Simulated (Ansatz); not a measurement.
# Lutetium, fcc under PBEsol: from relaxation to bulk modulus

Aim: take lutetium in the fcc structure, relax it, solve it on a dense k-mesh, then scale the cell to 7 volumes from 88 to 112 % of the relaxed one and try a fit of the equation of state. Spin polarisation is left out. The k-meshes are 11×11×11 for the relaxation; 19×19×19 for the dense run; 13×13×13 for the volumes.

This is Lu in the fcc structure; at room conditions it is hcp.

Method: DFT PBEsol, plane waves (420 eV) with PAW, scalar-relativistic; PAW files made under PBE, frozen cores solved again for the functional, in Ansatz 0.2.0.

## 1. The starting structure

It takes space group Fm-3m (No. 225, cubic). The conventional cell has a = 4.905 Å, b = 4.905 Å, c = 4.905 Å, α = 90.00°, β = 90.00°, γ = 90.00°. Lu (site symmetry m-3m) is surrounded by 12 Lu at 3.47 Å.

Structure file:

```
Lu
1.0
     0.00000    2.45233    2.45233
     2.45233    0.00000    2.45233
     2.45233    2.45233    0.00000
Lu
1
Direct
  0.00000 0.00000 0.00000
```

## 2. Geometry optimisation

Input file input.yaml:

```yaml
crystal:
  lattice:
    - [0.0, 2.4523337552, 2.4523337552]
    - [2.4523337552, 0.0, 2.4523337552]
    - [2.4523337552, 2.4523337552, 0.0]
  atoms:
    - { symbol: Lu, position: [0.0, 0.0, 0.0] }
hamiltonian:
  xc: pbesol
  pseudopotentials:
    kind: paw
    azcp:
      Lu: "pseudopotentials/Lu.paw.azcp"
basis:
  ecutwfc: 420
  fft_grid_basis: typed
kpoints:
  mp_grid: { grid: [11, 11, 11], shift: [0, 0, 0] }
magnetization:
  spin_polarized: false
scf:
  occupations: { method: fermi_dirac, width: 0.1 }
relax:
  max_steps: 60
  f_tol: 0.01
  cell: {}
```

The runs that follow: Single point on a dense mesh; The cell scaled to 88 % of its volume; The cell scaled to 92 % of its volume; The cell scaled to 96 % of its volume; The cell scaled to 100 % of its volume; The cell scaled to 104 % of its volume; The cell scaled to 108 % of its volume; The cell scaled to 112 % of its volume.

**Question.** What will these runs give? Wanted: space group; conventional cell; volume; shortest distance; gap on the mesh; relative to hcp; highest ELF outside the cores; V₀, B₀, B₀′.

The runs gave:

| quantity | value |
| --- | --- |
| space group (spins left aside) | Fm-3m (No. 225) |
| conventional cell | a = 4.777 Å |
| volume | 27.261 Å³/atom |
| shortest distance | 3.378 Å |
| gap on the mesh | none (levels filled in part) |
| relative to hcp | +36 meV/atom |
| highest ELF outside the cores | 0.68, 2.39 Å from the nearest atom |
| V₀, B₀, B₀′ | 27.103 Å³/atom, 47 GPa, 3.8 |

What this shows: The relaxation shrank the cell by 7.6 % in volume. Against the reference form of lutetium (hcp, computed apart with the same settings) it stands 36 meV/atom higher. No gap shows: it is a metal or semimetal at this level. B₀ comes out at 47 GPa. The symmetry was held, so the structure may be unstable against distortions that break it.
